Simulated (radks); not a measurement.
**Sr⁴⁺ in [Ar] 3d10 4s2 4p4: an all-electron calculation**

The task here is to estimate one member of a computed series from the others.

The numbers are computed with radks (a radial shooting solver on a logarithmic mesh, Libxc functionals) version 1 (Dirac Kohn-Sham, PBE, spin-unpolarised, spherical densities, point nucleus; open shells fill j = l - 1/2 first), except any that are marked as measured or tabulated.

## The atom as given

* element: strontium (Z = 38)
* charge: +4
* electrons: 34
* configuration: [Ar] 3d10 4s2 4p4

Set-up of the first run:

Input:

```text
Z 38
configuration [Ar] 3d10 4s2 4p4 5s0 4d0
relativity Dirac
functional pbe,pbe
spin unpolarised
j_filling energy
nucleus point
c 137.035999084
```

One of the session's tables, all rows but one given; the rest of the session is left out.

It belongs to the step «Orbitals and density». Sizes of the orbitals, from the radial functions (bohr):

| level | <r> | outermost maximum (interpolated) | 90 % within | nodes |
| --- | --- | --- | --- | --- |
| 1s1/2 | 0.03916 | 0.0255 | 0.0701 | 0 |
| 2s1/2 | 0.1722 | 0.145 | 0.267 | 1 |
| 2p1/2 | 0.1475 | 0.114 | 0.241 | 0 |
| 2p3/2 | 0.1516 | 0.117 | 0.247 | 0 |
| 3s1/2 | 0.4915 | 0.436 | 0.729 | 2 |
| 3p1/2 | 0.4908 | 0.425 | 0.746 | 1 |
| 3p3/2 | 0.5011 | 0.434 | 0.761 | 1 |
| 3d3/2 | 0.4944 | 0.375 | 0.801 | 0 |
| 3d5/2 | 0.4980 | 0.377 | 0.806 | 0 |
| 4s1/2 | 1.299 | 1.17 | 1.88 | 3 |
| 4p1/2 | 1.427 | 1.26 | 2.09 | 2 |
| 4p3/2 | 1.452 | 1.29 | 2.13 | 2 |
| 4d3/2 | ? | ? | ? | ? |
| 4d5/2 | 1.888 | 1.61 | 2.84 | 1 |
| 5s1/2 | 2.869 | 2.73 | 4.05 | 4 |

**Question.** Estimate the row for 4d3/2.

As computed: <r>: 1.880; outermost maximum (interpolated): 1.60; 90 % within: 2.83; nodes: 1. In the column «<r>» it lies between 4p3/2 (1.452) and 4d5/2 (1.888).

To keep in mind: Spin polarisation and multiplet splitting are left out.
